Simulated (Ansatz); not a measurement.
# A workflow on CH5FGe (SMILES [CH3][GeH2][F])

Wanted: a point of an energy scan (HF/LANL2DZ), then a point of an energy scan (HF/LANL2DZ), then a point of an energy scan (UHF/LANL2DZ), then a point of an energy scan (UHF/LANL2DZ), then a point of an energy scan (UHF/LANL2DZ) of CH5FGe. 

Program for the calculation: Ansatz 0.2.0.

## 1. Starting point

CH5FGe has 8 atoms, charge 0, and is taken as a singlet. SMILES: `[CH3][GeH2][F]`. The coordinates come from a PBE0-D4/def2-TZVP relaxation.

Bond lengths: C1–Ge2 1.936 Å, Ge2–F3 1.748 Å, C1–H4 1.092 Å, C1–H5 1.090 Å, C1–H6 1.090 Å, Ge2–H7 1.538 Å, Ge2–H8 1.538 Å. Some angles: C1–Ge2–F3 106.4°, C1–Ge2–H7 113.5°, C1–Ge2–H8 113.5°, F3–Ge2–H7 105.5°, F3–Ge2–H8 105.5°, Ge2–C1–H4 110.2°, Ge2–C1–H5 109.9°, Ge2–C1–H6 109.9°, H7–Ge2–H8 111.6°, H4–C1–H5 108.8°.

## 2. A point of an energy scan at HF/LANL2DZ (core potential, held atoms (7, 2), held distance 1.6145 angstrom) (run 1)

run.yaml

```yaml
basis:
  gaussian:
    orbitals: LANL2DZ.json
crystal:
  periodic: [false, false, false]
  atoms:
    - {symbol: C, position_ang: [-0.598200, 0.789100, -0.332100]}
    - {symbol: Ge, position_ang: [0.468300, -0.734500, 0.207400]}
    - {symbol: F, position_ang: [1.437000, -0.203900, 1.562200]}
    - {symbol: H, position_ang: [-1.229500, 0.526100, -1.183100]}
    - {symbol: H, position_ang: [0.052600, 1.615500, -0.619000]}
    - {symbol: H, position_ang: [-1.235200, 1.108200, 0.493200]}
    - {symbol: H, position_ang: [1.473200, -1.188800, -0.864100]}
    - {symbol: H, position_ang: [-0.368100, -1.911600, 0.735600]}
hamiltonian:
  xc: hf
relax:
  max_steps: 60
  constraints: [{distance: [6, 1], at: 1.6145}]
```

The basis set LANL2DZ is read from a file made from the Basis Set Exchange's data (not shown).

The run is started by

```console
$ ansatz run run.yaml --threads 1 --pin off --max-ram 2610MiB --events-out events.jsonl --progress --plain --runs-dir runs
```

The log of the run:

```text
Warning: RAYON_NUM_THREADS=1 ignored (pool sized by the plan → 1); use --threads N
The last accepted step is kept in runs//last_step.txt (removed where the run ends without a failure and the disk answers)
[... 49 lines left out ...]
Total energy: -3915.09520499 eV, -143.8770950365 hartree
[... 8 lines left out ...]
Dipole moment:    -0.474974    -0.066613    -0.530345 e Å
```

Run time: 1.6 s. Hardware: 1 thread of AMD EPYC 9R45 (Zen 5), shared host; peak memory 0.13 GiB.

## 3. A point of an energy scan at HF/LANL2DZ (core potential, held atoms (7, 2), held distance 1.922 angstrom) (run 2)

in.yaml

```yaml
crystal:
  periodic: [false, false, false]
  atoms:
    - {symbol: C, position_ang: [-0.604966, 0.792863, -0.330552]}
    - {symbol: Ge, position_ang: [0.460952, -0.735617, 0.224331]}
    - {symbol: F, position_ang: [1.440814, -0.200735, 1.590572]}
    - {symbol: H, position_ang: [-1.232358, 0.534540, -1.175812]}
    - {symbol: H, position_ang: [0.037224, 1.615955, -0.617933]}
    - {symbol: H, position_ang: [-1.240417, 1.124313, 0.481300]}
    - {symbol: H, position_ang: [1.506344, -1.218905, -0.907127]}
    - {symbol: H, position_ang: [-0.367492, -1.912314, 0.735320]}
basis:
  gaussian: {orbitals: LANL2DZ.json}
relax: {max_steps: 60, constraints: [{distance: [6, 1], at: 1.922}]}
total_charge: 0
hamiltonian: {xc: hf}
```

The basis set LANL2DZ is read from a file made from the Basis Set Exchange's data (not shown).

The run is started by

```console
$ ansatz run in.yaml --threads 1 --pin off --max-ram 2610MiB --events-out events.jsonl --progress --plain --runs-dir runs
```

The log of the run (excerpt; [...] marks lines left out):

```text
Warning: RAYON_NUM_THREADS=1 ignored (pool sized by the plan → 1); use --threads N
[... 1 set-up line as earlier in the session ...]
[... 64 lines left out ...]
Total energy: -3914.27919840 eV, -143.8471073476 hartree
[... 8 lines left out ...]
Dipole moment:    -0.567517    -0.010190    -0.440372 e Å
```

Run time: 2.2 s. Hardware: 1 thread of AMD EPYC 9R45 (Zen 5), shared host; peak memory 0.14 GiB.

## 4. A point of an energy scan at UHF/LANL2DZ (core potential, held atoms (7, 2), held distance 2.3065 angstrom) (run 3)

input.yaml

```yaml
crystal:
  periodic: [false, false, false]
  atoms:
    - {symbol: C, position_ang: [-0.622906, 0.808532, -0.316919]}
    - {symbol: Ge, position_ang: [0.419510, -0.719971, 0.274815]}
    - {symbol: F, position_ang: [1.403794, -0.179556, 1.629377]}
    - {symbol: H, position_ang: [-1.240312, 0.543489, -1.166465]}
    - {symbol: H, position_ang: [0.033976, 1.618412, -0.606546]}
    - {symbol: H, position_ang: [-1.263304, 1.155638, 0.484630]}
    - {symbol: H, position_ang: [1.654261, -1.310661, -1.074466]}
    - {symbol: H, position_ang: [-0.384917, -1.915783, 0.775672]}
basis:
  gaussian: {orbitals: LANL2DZ.json}
magnetization: {spin_polarized: true, initial_magnetization: 0}
hamiltonian: {xc: hf}
relax: {max_steps: 60, constraints: [{distance: [6, 1], at: 2.3065}]}
```

The basis set LANL2DZ is read from a file made from the Basis Set Exchange's data (not shown).

The run is started by

```console
$ ansatz run input.yaml --threads 1 --pin off --max-ram 2610MiB --events-out events.jsonl --progress --plain --runs-dir runs
```

The log of the run (excerpt; [...] marks lines left out):

```text
Warning: RAYON_NUM_THREADS=1 ignored (pool sized by the plan → 1); use --threads N
[... 1 set-up line as earlier in the session ...]
[... 66 lines left out ...]
Total energy: -3912.97266898 eV, -143.7990932770 hartree
[... 8 lines left out ...]
Dipole moment:    -0.554517    -0.007398    -0.461807 e Å
```

Wall time 2.5 s (1 thread of AMD EPYC 9R45 (Zen 5), shared host); peak memory 0.13 GiB.

## 5. A point of an energy scan at UHF/LANL2DZ (core potential, held atoms (7, 2), held distance 2.7677 angstrom) (run 4)

molecule.yaml

```yaml
crystal:
  periodic: [false, false, false]
  atoms:
    - {symbol: C, position_ang: [-0.647348, 0.828181, -0.298702]}
    - {symbol: Ge, position_ang: [0.386106, -0.705558, 0.314697]}
    - {symbol: F, position_ang: [1.348864, -0.146958, 1.680417]}
    - {symbol: H, position_ang: [-1.266814, 0.559717, -1.145261]}
    - {symbol: H, position_ang: [0.015370, 1.630695, -0.594594]}
    - {symbol: H, position_ang: [-1.282419, 1.183143, 0.504144]}
    - {symbol: H, position_ang: [1.873757, -1.450478, -1.282779]}
    - {symbol: H, position_ang: [-0.427413, -1.898643, 0.822176]}
basis:
  gaussian:
    orbitals: LANL2DZ.json
magnetization:
  spin_polarized: true
  initial_magnetization: 0
hamiltonian:
  xc: hf
relax:
  max_steps: 60
  constraints: [{distance: [6, 1], at: 2.7677}]
```

The basis set LANL2DZ is read from a file made from the Basis Set Exchange's data (not shown).

The run is started by

```console
$ ansatz run molecule.yaml --threads 1 --pin off --max-ram 2610MiB --events-out events.jsonl --progress --plain --runs-dir runs
```

The log of the run (excerpt; [...] marks lines left out):

```text
Warning: RAYON_NUM_THREADS=1 ignored (pool sized by the plan → 1); use --threads N
[... 1 set-up line as earlier in the session ...]
[... 65 lines left out ...]
Total energy: -3912.36392333 eV, -143.7767222869 hartree
[... 8 lines left out ...]
Dipole moment:    -0.418022    -0.079770    -0.594531 e Å
```

It took 2.5 s on 1 thread of AMD EPYC 9R45 (Zen 5), shared host; peak memory 0.14 GiB.

## 6. A point of an energy scan at UHF/LANL2DZ (core potential, held atoms (7, 2), held distance 3.3828 angstrom) (run 5)

run.yaml

```yaml
crystal:
  periodic: [false, false, false]
  atoms:
    - {symbol: C, position_ang: [-0.678480, 0.850166, -0.273254]}
    - {symbol: Ge, position_ang: [0.362318, -0.689354, 0.344038]}
    - {symbol: F, position_ang: [1.283660, -0.108430, 1.739933]}
    - {symbol: H, position_ang: [-1.309483, 0.579109, -1.110730]}
    - {symbol: H, position_ang: [-0.021118, 1.653507, -0.579165]}
    - {symbol: H, position_ang: [-1.302955, 1.205974, 0.538168]}
    - {symbol: H, position_ang: [2.164689, -1.638907, -1.529454]}
    - {symbol: H, position_ang: [-0.498528, -1.851967, 0.870563]}
basis:
  gaussian:
    orbitals: LANL2DZ.json
magnetization:
  spin_polarized: true
  initial_magnetization: 0
hamiltonian:
  xc: hf
relax:
  max_steps: 60
  constraints: [{distance: [6, 1], at: 3.3828}]
```

The basis set LANL2DZ is read from a file made from the Basis Set Exchange's data (not shown).

The run is started by

```console
$ ansatz run run.yaml --threads 1 --pin off --max-ram 2610MiB --events-out events.jsonl --progress --plain --runs-dir runs
```

The log of the run (excerpt; [...] marks lines left out):

```text
Warning: RAYON_NUM_THREADS=1 ignored (pool sized by the plan → 1); use --threads N
[... 1 set-up line as earlier in the session ...]
[... 51 lines left out ...]
Total energy: -3912.18169893 eV, -143.7700256638 hartree
[... 8 lines left out ...]
Dipole moment:    -0.351260    -0.117492    -0.649975 e Å
```

Wall time 1.8 s (1 thread of AMD EPYC 9R45 (Zen 5), shared host); peak memory 0.13 GiB.

## 7. Results

| quantity | value |
| --- | --- |
| run 1, HF/LANL2DZ: total energy | -143.87710 Eh |
| run 1, HF/LANL2DZ: dipole moment | 3.43 D |
| run 2, HF/LANL2DZ: total energy | -143.84711 Eh |
| run 2, HF/LANL2DZ: dipole moment | 3.45 D |
| run 3, UHF/LANL2DZ: total energy | -143.79909 Eh |
| run 3, UHF/LANL2DZ: dipole moment | 3.47 D |
| run 3, UHF/LANL2DZ: ⟨S²⟩ | 0.349 |
| run 4, UHF/LANL2DZ: total energy | -143.77672 Eh |
| run 4, UHF/LANL2DZ: dipole moment | 3.51 D |
| run 4, UHF/LANL2DZ: ⟨S²⟩ | 0.814 |
| run 5, UHF/LANL2DZ: total energy | -143.77003 Eh |
| run 5, UHF/LANL2DZ: dipole moment | 3.59 D |
| run 5, UHF/LANL2DZ: ⟨S²⟩ | 0.967 |

**Reading.** Mulliken charges (run 2, HF/LANL2DZ) run from -0.92 on C1 to +1.16 on Ge2. ⟨S²⟩ (run 3, UHF/LANL2DZ) is 0.35 where a pure singlet has 0.00: the reference is spin-contaminated. ⟨S²⟩ (run 4, UHF/LANL2DZ) is 0.81 where a pure singlet has 0.00: the reference is spin-contaminated. ⟨S²⟩ (run 5, UHF/LANL2DZ) is 0.97 where a pure singlet has 0.00: the reference is spin-contaminated. Mulliken charges (run 5, UHF/LANL2DZ) run from -0.92 on C1 to +1.01 on Ge2; they depend strongly on the basis.
